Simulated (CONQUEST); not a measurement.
Runs of CONQUEST 1.3 on MnHg. Symmetry: Pm-3m, No. 221, cubic system. The conventional cell has a = 3.315 Å, b = 3.315 Å, c = 3.315 Å, α = 90.00°, β = 90.00°, γ = 90.00°. Around Hg (site symmetry m-3m) lie 8 Mn at 2.87 Å. Mn (site symmetry m-3m) is surrounded by 8 Hg at 2.87 Å. 

| task | level | potentials or basis | spin | cell | k mesh | smearing | other keys | gap on the mesh (eV) | pressure (GPa) | moment (μB) |
| --- | --- | --- | --- | --- | --- | --- | --- | --- | --- | --- |
| single point | OLYP | PseudoDojo NC PBE, SZP, grid cutoff 100 Ha | collinear, ferromagnetic start | as given | 6 × 6 × 6 | fermi-dirac 0.027 eV | - | none | (a) | 4.23 |
| single point | LDA | PseudoDojo NC LDA, SZP, grid cutoff 150 Ha | collinear, zero start | atoms moved at random, drawn with an rms of 0.05 Å | 7 × 7 × 7 | fermi-dirac 0.027 eV | - | none | -18.8 | 0.00 |
| single point | LDA-VWN | PseudoDojo NC LDA, DZP, grid cutoff 100 Ha | collinear, random start | as given | 6 × 6 × 6 | fermi-dirac 0.1 eV | SC.KerkerPreCondition = T | none | -8.3 | 3.83 |
| band structure | LDA-VWN | PseudoDojo NC LDA, DZP, grid cutoff 100 Ha | collinear, random start | as given | 6 × 6 × 6 | fermi-dirac 0.1 eV | SC.KerkerPreCondition = T | - | - | 3.83 |

Task: Estimate the missing entries.

Result: (a) 7.0.

Caveats: the basis of atomic orbitals isn't converged, which shifts pressures, moduli and gaps; the atomic basis is small (some runs); moments can come out somewhat high in this basis (some runs); the potentials were made for another functional, which shifts forces and pressure (some runs); spin-orbit coupling is left out, which moves the levels of the heavy elements (some runs).

A k mesh can miss the band edges, and the runs leave out spin-orbit coupling on Hg.

A gap of «none» marks a metal or a gap under the smearing width.

Runs at the PBE level aren't shown here.
